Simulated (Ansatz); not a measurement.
## AlFH2OSi, SMILES [F][Al]1[O][SiH2]1: an atomisation energy, step by step

Program: Ansatz 0.2.0, Python API.

Notebook, run cell by cell (the value of a cell's last expression is shown):

In [1]:
```python
from collections import Counter

import ansatz as az
```

In [2]:
```python
def energy(molecule, charge=0, unpaired=0):
    calc = molecule.calculation().basis(gaussian="pcseg-2").functional("HF").accuracy("medium")
    if charge:
        calc = calc.charge(charge)
    if unpaired:
        calc = calc.spin("collinear", total=unpaired)
    report = calc.run(threads=1, pin="off").report
    if report["published_state_doubts"]:
        print("  doubts:", report["published_state_doubts"])
    return report["free_energy_ev"]
```

In [3]:
```python
GEOMETRY = """
F     0.89820   -2.62050    1.21990
Al    0.19700   -1.38110    0.02890
O    -1.18440   -0.29330   -0.60410
Si    0.08230    0.93380   -0.19400
H     0.54160    1.54750   -1.42510
H    -0.49270    1.74960    0.92830
"""
```

In [4]:
```python
alfh2osi = az.Crystal.molecule()
for line in GEOMETRY.strip().splitlines():
    symbol, *xyz = line.split()
    alfh2osi = alfh2osi.atom(symbol, [float(v) for v in xyz])
```

In [5]:
```python
unpaired = {"F": 1, "Al": 1, "O": 2, "Si": 2, "H": 1}
counts = Counter(site.symbol for site in alfh2osi.cartesian_sites)
atom_energy = {s: energy(az.Crystal.molecule().atom(s, (0, 0, 0)), 0, unpaired[s]) for s in counts}
whole = energy(alfh2osi, 0, 0)
for s, e in atom_energy.items():
    print(f"{s:2s} x{counts[s]}  {e:14.5f} eV")
print(f"AlFH2OSi: {whole:.5f} eV")
split = sum(counts[s] * e for s, e in atom_energy.items()) - whole
print(f"atomisation energy (no zero-point term): {split:.3f} eV, {split / sum(counts.values()):.3f} eV an atom")
```
```text
F  x1     -2704.98674 eV
Al x1     -6581.59963 eV
O  x1     -2035.71309 eV
Si x1     -7859.95751 eV
H  x2       -13.60238 eV
AlFH2OSi: -19223.04000 eV
atomisation energy (no zero-point term): 13.578 eV, 2.263 eV an atom
```

13.578 eV from the electronic energies, without the zero-point term.

Notes:
- The settings weren't tested for convergence.
- The geometry is a force-field or estimated start, not a minimum of this method, and the basis set is short of its limit. All parts are taken at fixed geometry, without zero-point energy.
- Hartree-Fock leaves correlation out, so bond, atomisation and ionisation energies come out well too low.
- Hardware and time: 2.3 s on 1 thread of Arm Neoverse V2 (shared host), peak memory 0.29 GiB.

(Lines on the test bed's own set-up are left out of the output.)
